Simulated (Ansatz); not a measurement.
Crystal: BiTe.

```
Bi Te
1.0
     2.42271    1.39875    3.31729
    -2.42271    1.39875    3.31729
     0.00000   -2.79750    3.31729
Bi Te
1 1
Direct
  0.50000 0.50000 0.50000
  0.00000 0.00000 0.00000
```

The cell comes from a database or a generator and needn't be the stable form of this composition.

* Program: Ansatz 0.2.0
* Task: relaxation of cell and atoms
* Functional: revPBE
* Dispersion: D4
* Potentials or basis: Ansatz PAW
* Cutoff: 420 eV (not typed: the program's choice for these potentials)
* k mesh: 7 × 7 × 7
* Occupations: fermi-dirac, width 0.05 eV
* Spin: no spin polarisation

At the start: volume 33.72 Å³/atom.

Question: Where does the relaxation end?

Answer: It ends after 6 steps and the volume is 31.59 Å³/atom (-6.3 %); space group R-3m (No. 166, to 0.05 Å).

Step by step:
```
step  energy change (eV)  largest force (eV/Å)  volume (Å³)
   1              0.0000                0.0000        67.45
   2             -0.0257                0.0000        62.59
   3             -0.0334                0.0000        63.76
   4             -0.0357                0.0000        63.62
   5             -0.0366                0.0000        63.18
   6             -0.0359                0.0000        63.18
```

Final structure:
```xyz
2
Lattice="2.4250 1.4001 3.1013 -2.4250 1.4001 3.1013 0.0000 -2.8002 3.1013" Properties=species:S:1:pos:R:3 pbc="T T T"
Bi    0.0000    0.0000    4.6519
Te    0.0000    0.0000    0.0000
```

Caveat: the plane-wave basis is chosen anew once the cell has moved, so the energies of steps on either side of that aren't comparable; pairwise dispersion overbinds metals, which lowers pressure and volume; the PAW data sets come from PBE, with cores solved anew for the run's functional, which leaves a small shift of forces and pressure.
